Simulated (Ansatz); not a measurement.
**Alloy of Si and C (4 of 64 Si sites exchanged), 64 atoms**

How does this alloy cell relax, and what gap do PBEsol, HSE06 and r²SCAN give?

Method: density functional theory in Ansatz 0.2.0, PAW datasets, plane waves.

## 1. The starting cell

64 atoms (60 Si, 4 C); a = 10.640 Å, b = 10.640 Å, c = 10.640 Å, α = 90.00°, β = 90.00°, γ = 90.00°. All atoms were shaken off their sites by about 0.02 Å along each axis.

Plan of the steps: (2) PBEsol cell relaxation at the single k point (½, ½, ½), on 7 threads of Arm Neoverse-V2; (3) HSE06 single point at the Γ point alone, on 7 threads of Arm Neoverse-V2; (4) r²SCAN single point at the Γ point alone, on 7 threads of Arm Neoverse-V2.

## 2. Relaxing cell and atoms with PBEsol

in.yaml

```yaml
crystal:
  lattice:
    - [10.640101, 0.000000, 0.000000]
    - [0.000000, 10.640101, 0.000000]
    - [0.000000, 0.000000, 10.640101]
  atoms:
    - { symbol: Si, position: [0.002280, 0.999098, 0.999830] }
    - { symbol: Si, position: [0.999786, 0.999378, 0.497220] }
    - { symbol: Si, position: [0.002907, 0.500936, 0.000963] }
    - { symbol: Si, position: [0.998402, 0.499243, 0.502315] }
    - { symbol: Si, position: [0.499933, 0.998745, 0.002702] }
    - { symbol: Si, position: [0.498058, 0.999375, 0.500070] }
    - { symbol: Si, position: [0.500454, 0.498376, 0.996236] }
    - { symbol: Si, position: [0.504676, 0.501572, 0.501040] }
    - { symbol: Si, position: [0.125405, 0.125573, 0.625398] }
    - { symbol: Si, position: [0.124366, 0.624446, 0.123079] }
    - { symbol: Si, position: [0.123777, 0.627554, 0.625417] }
    - { symbol: Si, position: [0.623337, 0.126257, 0.124483] }
    - { symbol: Si, position: [0.622110, 0.125653, 0.626528] }
    - { symbol: Si, position: [0.623797, 0.628469, 0.129273] }
    - { symbol: Si, position: [0.624626, 0.626958, 0.627242] }
    - { symbol: Si, position: [0.251615, 0.249310, 0.999978] }
    - { symbol: Si, position: [0.248814, 0.251961, 0.499869] }
    - { symbol: Si, position: [0.253678, 0.749237, 0.000199] }
    - { symbol: Si, position: [0.248397, 0.746493, 0.498457] }
    - { symbol: Si, position: [0.750000, 0.251489, 0.997594] }
    - { symbol: Si, position: [0.749043, 0.251589, 0.500774] }
    - { symbol: Si, position: [0.750867, 0.750046, 0.001609] }
    - { symbol: Si, position: [0.751069, 0.749317, 0.502379] }
    - { symbol: Si, position: [0.373696, 0.375344, 0.126153] }
    - { symbol: Si, position: [0.375278, 0.374971, 0.625208] }
    - { symbol: Si, position: [0.374483, 0.871689, 0.624778] }
    - { symbol: Si, position: [0.877698, 0.375266, 0.123387] }
    - { symbol: Si, position: [0.871139, 0.377561, 0.622767] }
    - { symbol: Si, position: [0.875836, 0.874194, 0.127234] }
    - { symbol: Si, position: [0.874290, 0.878192, 0.624103] }
    - { symbol: Si, position: [0.247431, 0.003538, 0.746715] }
    - { symbol: Si, position: [0.253282, 0.500200, 0.251150] }
    - { symbol: Si, position: [0.251691, 0.496249, 0.749519] }
    - { symbol: Si, position: [0.749337, 0.002723, 0.247851] }
    - { symbol: Si, position: [0.749510, 0.000470, 0.750322] }
    - { symbol: Si, position: [0.749959, 0.498404, 0.248990] }
    - { symbol: Si, position: [0.749455, 0.499216, 0.749728] }
    - { symbol: Si, position: [0.376188, 0.125825, 0.376522] }
    - { symbol: Si, position: [0.375777, 0.122427, 0.872124] }
    - { symbol: Si, position: [0.373409, 0.625175, 0.376964] }
    - { symbol: Si, position: [0.374189, 0.622665, 0.876133] }
    - { symbol: Si, position: [0.874435, 0.125913, 0.376764] }
    - { symbol: Si, position: [0.877471, 0.125269, 0.874075] }
    - { symbol: Si, position: [0.875748, 0.626428, 0.377541] }
    - { symbol: Si, position: [0.874110, 0.624949, 0.874217] }
    - { symbol: Si, position: [0.001677, 0.252055, 0.250674] }
    - { symbol: Si, position: [0.999033, 0.249688, 0.750316] }
    - { symbol: Si, position: [0.000071, 0.747054, 0.251020] }
    - { symbol: Si, position: [0.998815, 0.749242, 0.750688] }
    - { symbol: Si, position: [0.501200, 0.252392, 0.251033] }
    - { symbol: Si, position: [0.499838, 0.247638, 0.750427] }
    - { symbol: Si, position: [0.503060, 0.752344, 0.249826] }
    - { symbol: Si, position: [0.499095, 0.748473, 0.750241] }
    - { symbol: Si, position: [0.127350, 0.374679, 0.374192] }
    - { symbol: Si, position: [0.124707, 0.374367, 0.875429] }
    - { symbol: Si, position: [0.126317, 0.876146, 0.874612] }
    - { symbol: Si, position: [0.622533, 0.374500, 0.375078] }
    - { symbol: Si, position: [0.621981, 0.375134, 0.877310] }
    - { symbol: Si, position: [0.619992, 0.874964, 0.374913] }
    - { symbol: Si, position: [0.623604, 0.879163, 0.876095] }
    - { symbol: C, position: [0.127150, 0.127190, 0.126849] }
    - { symbol: C, position: [0.373804, 0.873830, 0.126700] }
    - { symbol: C, position: [0.250636, 0.005095, 0.250653] }
    - { symbol: C, position: [0.125538, 0.879238, 0.373468] }
kpoints:
  mp_grid: { grid: [1, 1, 1], shift: [0.5, 0.5, 0.5] }
hamiltonian:
  xc: pbesol
scf:
  occupations: { method: fermi_dirac, width: 0.01 }
relax:
  f_tol: 0.03
  max_steps: 80
  escape_saddle: false
  adjacent_minimum: "off"
  cell: { fix: [shape] }
output:
  forces: true
  eigenvalues: true
  populations: true
```

The runs that follow: HSE06 single point; r²SCAN single point.

Before running it: what results should come out? Wanted: for each run, top filled to lowest empty.

The runs gave:

| level | time | k points | top filled to lowest empty (eV) |
| --- | --- | --- | --- |
| PBEsol, relaxation | 30 s (7 CPU threads) | (½, ½, ½) | 0.53 |
| HSE06 | 1.9 min (7 CPU threads) | Γ | 0.81 |
| r²SCAN | 18 s (7 CPU threads) | Γ | 0.33 |

| quantity | value |
| --- | --- |
| relaxation | 8 recorded steps, 7.42 eV gained |
| largest shift | 0.48 Å (Si52 and others alike) |
| relaxed cell | a = 10.618 Å, b = 10.618 Å, c = 10.618 Å, α = 90.00°, β = 90.00°, γ = 90.00° |
| mean bonds | C–C 1.796, C–Si 2.042, Si–Si 2.344 Å |

**What this shows.** Relaxation gains 7.42 eV, with shifts up to 0.48 Å (Si52 and others alike), while the volume changes by -0.6 %. The mean lengths of the listed bonds run from C–C 1.80 Å to Si–Si 2.34 Å. At the same k points, r²SCAN gives a spacing 0.49 eV smaller than the 0.81 eV of HSE06. The relaxation ran on other k points, so part of any difference from the later rows can come from the mesh. The HSE06 single point took about 6.2 times as long as the r²SCAN one on the same kind of device. With one k point the spacing samples only the states that fold onto it, so it can exceed the gap over the zone.
